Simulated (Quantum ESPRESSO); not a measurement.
# Ag in Quantum ESPRESSO: notebook, part 4 of 4

Quantum ESPRESSO 7.5. The steps go on from the part before.

### 6 Work function, PBE

Contents of pw.in:

```
&CONTROL
  calculation = 'scf'
  prefix = 'pwscf'
  outdir = './tmp'
  pseudo_dir = './pseudo'
  tprnfor = .true.
  disk_io = 'low'
/
&SYSTEM
  ibrav = 0
  celldm(1) = 8
  nat = 5
  ntyp = 1
  ecutwfc = 60
  nbnd = 61
  occupations = 'smearing'
  smearing = 'fd'
  degauss = 0.00367493
/
&ELECTRONS
  conv_thr = 5d-09
  electron_maxstep = 150
  mixing_beta = 0.3
  mixing_mode = 'local-TF'
/
ATOMIC_SPECIES
Ag   107.8682 Ag_ONCV_PBE-1.0.oncvpsp.upf
CELL_PARAMETERS alat
  0.6825170447991   0.0000000000000  -0.0000000000000
 -0.3412585223996   0.5910770993119   0.0000000000000
  0.0000000000000   0.0000000000000   5.7723278176868
ATOMIC_POSITIONS crystal
Ag     0.6666666667    0.3333333333    0.3069157362
Ag     0.3333333333    0.6666666667    0.4034578681
Ag     0.0000000000    0.0000000000    0.5000000000
Ag     0.6666666667    0.3333333333    0.5965421319
Ag     0.3333333333    0.6666666667    0.6930842638
K_POINTS automatic
7 7 1 0 0 0
```

Contents of pp_density.in:

```
&INPUTPP
  prefix = 'pwscf'
  outdir = './tmp'
  filplot = 'density.dat'
  plot_num = 0
/
&PLOT
  nfile = 1
  filepp(1) = 'density.dat'
  iflag = 3
  output_format = 6
  fileout = 'density.cube'
/
```

Contents of pp_potential.in:

```
&INPUTPP
  prefix = 'pwscf'
  outdir = './tmp'
  filplot = 'potential.dat'
  plot_num = 11
/
&PLOT
  nfile = 1
  filepp(1) = 'potential.dat'
  iflag = 3
  output_format = 6
  fileout = 'potential.cube'
/
```

Contents of pp_elf.in:

```
&INPUTPP
  prefix = 'pwscf'
  outdir = './tmp'
  filplot = 'elf.dat'
  plot_num = 8
/
&PLOT
  nfile = 1
  filepp(1) = 'elf.dat'
  iflag = 3
  output_format = 6
  fileout = 'elf.cube'
/
```

Potentials or basis: SSSP 1.3 efficiency PBE.

On the command line:

```console
> OMP_NUM_THREADS=1 mpirun -n 2 pw.x -nk 2 -in pw.in > pw.out
> OMP_NUM_THREADS=1 mpirun -n 1 pp.x -in pp_density.in > pp_density.out
> OMP_NUM_THREADS=1 mpirun -n 1 pp.x -in pp_potential.in > pp_potential.out
> OMP_NUM_THREADS=1 mpirun -n 1 pp.x -in pp_elf.in > pp_elf.out
```

pw.out:

```text
This program is part of the open-source Quantum ESPRESSO suite
     for quantum simulation of materials; please cite
         "P. Giannozzi et al., J. Phys.:Condens. Matter 21 395502 (2009);
         "P. Giannozzi et al., J. Phys.:Condens. Matter 29 465901 (2017);
         "P. Giannozzi et al., J. Chem. Phys. 152 154105 (2020);
     in publications or presentations arising from this work. More details at

     Message from routine setup:
     using ibrav=0 with symmetry is DISCOURAGED, use correct ibrav instead

     K-points division:     npool     =       2
     Subspace diagonalization in iterative solution of the eigenvalue problem:
     a serial algorithm will be used

     G-vector sticks info
     --------------------
     sticks:   dense  smooth     PW     G-vecs:    dense   smooth      PW
     Sum         499     499    151                75089    75089   12153

     Using Slab Decomposition

     bravais-lattice index     =            0
     lattice parameter (alat)  =       8.0000  a.u.
     unit-cell volume          =    1192.2809 (a.u.)^3
     number of atoms/cell      =            5
     number of atomic types    =            1
     number of electrons       =        95.00
     number of Kohn-Sham states=           61
     kinetic-energy cutoff     =      60.0000  Ry
     charge density cutoff     =     240.0000  Ry
     scf convergence threshold =      5.0E-09
     mixing beta               =       0.3000
[... 73 lines left out ...]
     ethr =  3.13E-04,  avg # of iterations =  2.5

     total energy              =   -1436.63800023 Ry
     estimated scf accuracy    <       0.29309253 Ry
[... 117 lines left out ...]
     iteration # 16     ecut=    60.00 Ry     beta= 0.30
     Davidson diagonalization with overlap
     ethr =  7.90E-12,  avg # of iterations =  3.4

     End of self-consistent calculation

          k = 0.0000 0.0000 0.0000 (  9365 PWs)   bands (ev):

   -85.6644 -85.6396 -85.6381 -85.3629 -85.3629 -49.1640 -49.0999 -49.0525
   -49.0525 -49.0497 -49.0248 -49.0248 -49.0220 -49.0220 -48.7939 -48.7937
   -48.7553 -48.7553 -48.7553 -48.7553  -1.0527  -0.3482   0.0716   0.3596
     0.3718   1.6117   1.6528   1.6528   1.6958   1.6986   1.6986   1.7804
     1.7804   2.0303   2.0303   2.0488   2.0488   2.2265   2.6603   2.6603
     2.7524   2.7524   2.9862   2.9862   3.2877   3.2877   3.4326   3.4326
     3.6800   5.7477   6.6223  10.3503  10.8217  11.3506  12.7239  13.1516
    15.5509  15.5604  18.5229  18.8467  21.8124
[... 69 lines left out ...]
   -85.6506 -85.6272 -85.6271 -85.3506 -85.3506 -49.1596 -49.1440 -49.1301
   -49.1246 -49.0987 -49.0931 -49.0793 -49.0717 -49.0638 -48.8532 -48.8532
   -48.8228 -48.8228 -48.7820 -48.7820   0.6706   0.6855   0.9026   1.0151
     1.1535   1.1829   1.2140   1.2356   1.5669   1.6451   1.8267   1.8900
     2.1076   2.1460   2.3077   2.3731   2.4953   2.5589   2.7541   2.8131
     3.0405   3.2624   3.3937   3.4427   3.5384   7.5589   8.1886   9.1828
    10.4766  11.2380  11.2773  11.7972  12.1391  12.3773  12.9187  13.4030
    14.2935  14.7515  15.1439  15.7459  16.3965

     the Fermi energy is     6.2740 ev

!    total energy              =   -1436.59987039 Ry
     estimated scf accuracy    <          3.2E-10 Ry
     smearing contrib. (-TS)   =      -0.00112388 Ry
     internal energy E=F+TS    =   -1436.59874651 Ry

     The total energy is F=E-TS. E is the sum of the following terms:
     one-electron contribution =   -9859.88923781 Ry
     hartree contribution      =    4937.43185916 Ry
     xc contribution           =    -135.50319679 Ry
     ewald contribution        =    3621.36182894 Ry

     convergence has been achieved in  16 iterations

     Forces acting on atoms (cartesian axes, Ry/au):

     atom    1 type  1   force =     0.00000000    0.00000000   -0.00598262
     atom    2 type  1   force =     0.00000000    0.00000000   -0.00101445
     atom    3 type  1   force =     0.00000000   -0.00000000    0.00000000
     atom    4 type  1   force =     0.00000000    0.00000000    0.00101445
     atom    5 type  1   force =     0.00000000   -0.00000000    0.00598262

     Total force =     0.008581     Total SCF correction =     0.000063

=------------------------------------------------------------------------------=
   JOB DONE.
=------------------------------------------------------------------------------=
```

It took 88 s on 2 MPI ranks of Arm Neoverse V1, shared host; peak memory 0.36 GiB.

What came out:

```yaml
Free_energy: -19545.9370 eV
Largest_force: 0.154 eV/Å
Band_gap_on_the_k_mesh: none (metal or under the smearing width)
Work_function_of_the_upper_face: 4.52 eV
Work_function_of_the_lower_face: 4.52 eV
```

Forces on the atoms (eV/Å):
```
Ag   0.000  0.000 -0.154
Ag   0.000  0.000 -0.026
Ag   0.000  0.000  0.000
Ag   0.000  0.000  0.026
Ag   0.000  0.000  0.154
```

Caveat: the k mesh is coarse.

### 7 The runs side by side

| potentials or basis | cutoff (eV) | gap on the mesh (eV) | largest force (eV/Å) | work function (eV) |
| --- | --- | --- | --- | --- |
| PseudoDojo 0.5 SR PBE standard | 1116 | none | 0.16 | 4.53 |
| PseudoDojo 0.5 SR PBE stringent | 1116 | none | 0.16 | 4.53 |
| SG15 PBE 1.2 | 952 | none | 0.16 | 4.52 |
| SPMS 1.0 PBE | 952 | none | 0.17 | 4.54 |
| SSSP 1.3 efficiency PBE | 816 | none | 0.15 | 4.52 |

Alike in all rows: task work function; level PBE; no spin polarisation; cell as given; k mesh 7 × 7 × 1; smearing fermi-dirac 0.05 eV.

Total energies depend on the potentials used, so only differences within one code and one set of settings carry meaning.
